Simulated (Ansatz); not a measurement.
# Bi (A7 type): the cost of one run

Method: DFT PBE, with the methods named in each step, in Ansatz 0.2.0.

## 1. The starting structure

The structure is trigonal, space group R-3m (No. 166). Conventional cell: a = 4.581 Å, b = 4.581 Å, c = 12.172 Å, α = 90.00°, β = 90.00°, γ = 120.00°. Around Bi (site symmetry 3m) lie 3 Bi at 3.11 Å.

Structure file:

```cif
data_structure
_symmetry_space_group_name_H-M 'R-3m:H'
_symmetry_Int_Tables_number 166
_cell_length_a 4.5812
_cell_length_b 4.5812
_cell_length_c 12.1724
_cell_angle_alpha 90.000
_cell_angle_beta 90.000
_cell_angle_gamma 120.000
_cell_volume 221.24
loop_
_atom_site_label
_atom_site_type_symbol
_atom_site_symmetry_multiplicity
_atom_site_Wyckoff_symbol
_atom_site_fract_x
_atom_site_fract_y
_atom_site_fract_z
_atom_site_occupancy
Bi1 Bi 6 c 0.33333 0.66667 0.90033 1
```

The file gives the conventional cell by its symmetry; the runs use the cell typed in the input.

Whether this phase is the stable one at these pressures isn't tested.

Atoms are numbered in the order of the input: Bi1, Bi2.

## 2. The reference volume, LAPW

input.yaml reads:

```yaml
crystal:
  lattice:
    - [2.290614727, -1.3224870292, 4.0574605808]
    - [0.0, 2.6449740584, 4.0574605808]
    - [-2.290614727, -1.3224870292, 4.0574605808]
  atoms:
    - { symbol: Bi, position: [0.2336599926, 0.2336599926, 0.2336599926] }
    - { symbol: Bi, position: [-0.2336599926, -0.2336599926, -0.2336599926] }
kpoints:
  mp_grid: { grid: [11, 11, 11] }
  band_path:
    path:
      - [0.0, 0.0, 0.0]
      - [0.5, 0.5, 0.5]
      - [0.7625089234, 0.2374910766, 0.5]
      - [0.5, -0.2374910766, 0.2374910766]
      - [0.5, 0.0, 0.0]
      - [0.0, 0.0, 0.0]
      - [0.3687455383, -0.3687455383, 0.0]
      - [0.6312544617, 0.0, 0.3687455383]
      - [0.5, 0.0, 0.5]
    npoints: 14
scf:
  occupations: { method: fermi_dirac, width: 0.05 }
hamiltonian:
  xc: pbe
  pseudopotentials: { kind: all_electron, lapw: { basis_error: 0.001 } }
output:
  forces: true
  stress: true
  eigenvalues: true
  populations: true
  dos: { projected: true, de: 0.2, e_range: [-14, 8] }
```

On the command line:

```
$ ansatz run input.yaml --threads 1 --pin off --max-ram 2048MiB --backend cpu --events-out ev --progress --plain --runs-dir out
```

Q: Estimate wall time and peak memory on 1 thread of Arm Neoverse V2, shared host.

About 85 s, with a peak of 0.65 GiB.
